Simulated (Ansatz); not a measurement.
This was printed by a script on Ansatz 0.2.0, Python API, for a single point of B4OsW, space group P-6m2. What did the script look like? Settings: PBEsol, PAW, the default cutoff (420 eV here), 11×11×4 k-points, Methfessel-Paxton smearing of 0.3 eV.

```
CELL_PARAMETERS angstrom
2.92040 0.00000 0.00000
-1.46020 2.52914 0.00000
0.00000 0.00000 7.52351
ATOMIC_POSITIONS crystal
B 0.00000 0.00000 0.70717
B 0.66667 0.33333 0.79860
B 0.66667 0.33333 0.20140
B 0.00000 0.00000 0.29283
Os 0.00000 0.00000 0.00000
W 0.66667 0.33333 0.50000
```

```console
$ python b4osw.py
DeckWarning: basis.ecutwfc = 420 eV, auto-derived from the records' recommended cutoffs: set by B (normal level)
DeckWarning: crystal.symmetry: narrowed to the stabiliser of the k-point mesh — unitary ops 12 → 4; excluded 8 operations that carry a point of the 11×11×4 mesh (shift [0.5, 0.5, 0.5]) off the mesh (the run samples exactly the mesh kpoints.mp_grid names, as [...]
free energy      -22120.20919 eV
per atom         -3686.70153 eV
SCF iterations   7  (converged: True)
stress xx yy zz yz xz xy (GPa): -4.076 -4.190 -4.007 0.000 0.000 -0.099
P = -40.91 kbar
cutoffs (eV): 420.0 1680.0  FFT grid: [20, 20, 54]
cell volume 55.569 A^3, 4 symmetry operations
crystal:
  lattice:
    - [2.9204, 0.0, 0.0]
    - [-1.4602, 2.52914, 0.0]
    - [0.0, 0.0, 7.52351]
  atoms:
    - { symbol: B, position: [0.0, 0.0, 0.70717] }
    - { symbol: B, position: [0.6666666666666666, 0.3333333333333333, 0.7986] }
    - { symbol: B, position: [0.6666666666666666, 0.3333333333333333, 0.2014] }
    - { symbol: B, position: [0.0, 0.0, 0.29283] }
    - { symbol: Os, position: [0.0, 0.0, 0.0] }
    - { symbol: W, position: [0.6666666666666666, 0.3333333333333333, 0.5] }
kpoints:
  mp_grid:
    grid: [11, 11, 4]
    shift: [0.5, 0.5, 0.5]
hamiltonian:
  xc: pbesol
scf:
  max_iter: 80
  occupations:
    method: methfessel_paxton
    width: 0.3
output:
  stress: true
```
(Warnings from the package without file and line, shortened.)

The script that was run (others could print the same):

Script `b4osw.py`:
```python
# -*- coding: utf-8 -*-
import ansatz as az
import numpy as np


def main():
    lattice = az.Lattice.of(
        (2.9204, 0.0, 0.0),
        (-1.4602, 2.52914, 0.0),
        (0.0, 0.0, 7.52351),
    )
    sites = [
        ("B", (0.0, 0.0, 0.70717)),
        ("B", (2 / 3, 1 / 3, 0.7986)),
        ("B", (2 / 3, 1 / 3, 0.2014)),
        ("B", (0.0, 0.0, 0.29283)),
        ("Os", (0.0, 0.0, 0.0)),
        ("W", (2 / 3, 1 / 3, 0.5)),
    ]
    xtal = az.Crystal(lattice=lattice)
    for symbol, position in sites:
        xtal = xtal.atom(symbol, position)

    base = (
        xtal.calculation()
        .functional(az.Functional.PBESOL)
        .kpoints(11, 11, 4, shift=0.5)
        .occupations(az.OccupationsMethod.METHFESSEL_PAXTON, width=300 * az.meV)
        .scf(max_iterations=80)
        .stress()
    )
    session = base.session()
    planned = session.plan(threads=1)
    res = planned.execute()
    data = res.report

    print(f"free energy      {data['free_energy_ev']:.5f} eV")
    print(f"per atom         {data['free_energy_ev'] / len(res.lattice.sites):.5f} eV")
    print(f"SCF iterations   {data['n_iterations']}  (converged: {data['converged']})")

    sigma = data["stress_gpa"]
    voigt = [sigma[0][0], sigma[1][1], sigma[2][2], sigma[1][2], sigma[0][2], sigma[0][1]]
    print("stress xx yy zz yz xz xy (GPa):", " ".join(f"{s:.3f}" for s in voigt))
    print("P =", round(10 * float(np.mean(voigt[:3])), 2), "kbar")

    used = data["setup"]
    print("cutoffs (eV):", used["ecut_ev"], used["ecutrho_ev"], " FFT grid:", used["fft_dense"])
    print("cell volume {:.3f} A^3, {} symmetry operations".format(used["cell_volume_ang3"], used["n_sym_ops"]))

    print(base.to_yaml())


if __name__ == "__main__":
    main()
```

These settings explore the input space; cutoff and mesh may be short of convergence. For a metal this k-point mesh is coarse: on a finer one energies can move by several to tens of meV an atom and pressures by half a GPa or more, differences at one mesh by less. Spin-orbit coupling, which matters for elements this heavy, is left out. This cell is a computed structure, which may not be the phase found in nature. Cost: of the order of 13 core-seconds.

(A comment or docstring line of the script was reworded after the run, the code is as it ran; lines on the test bed's own set-up are left out of the output.)
